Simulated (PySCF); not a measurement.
# ClH5OSi2: the cost of one run

The runs use PySCF 2.14.0, with density-fitted response routines of our own; the level of theory stands in each step. All values are computed, except where a source is named. Atoms are numbered from 0 throughout.

## 1. Starting geometry

9 atoms, charge 0, multiplicity 1; geometry from: PBE0-D3(BJ)/def2-SVP.

Bonds of the start (Å): Si0–O1 1.67, O1–Si2 1.64, Si2–Cl3 2.07, Si0–H4 1.49, Si0–H5 1.49, Si0–H6 1.49, Si2–H7 1.48, Si2–H8 1.48.

## 2. Core holes by ΔSCF: SCAN, X2C

Job settings and geometry (Å):

```
{"job": {"kind": "xps"}, "charge": 0, "multiplicity": 1}
Si    -1.556564     0.227042     0.027976
O     -0.110852    -0.598900     0.118371
Si     1.519481    -0.450910    -0.010006
Cl     2.015288     1.555159    -0.126443
H     -1.803738     0.675305    -1.373661
H     -2.632103    -0.709667     0.453744
H     -1.529673     1.413236     0.931692
H      2.166788    -1.017070     1.199207
H      1.994557    -1.109163    -1.253323
```

With the program's defaults for keys left out, this is: delta-SCF UKS SCAN, pcX-2 on the ionised atom, pcseg-1 elsewhere, spin-free X2C.

Started as:

```sh
$ OMP_NUM_THREADS=1 python probes_run.py task.json out
```

The driver reads the jobs from task.json and runs them one after another.

Q: Estimate the wall time and peak memory of this first job on 1 thread of Arm Neoverse V1, shared host.

About 24 s, with a peak of 0.5 GiB.
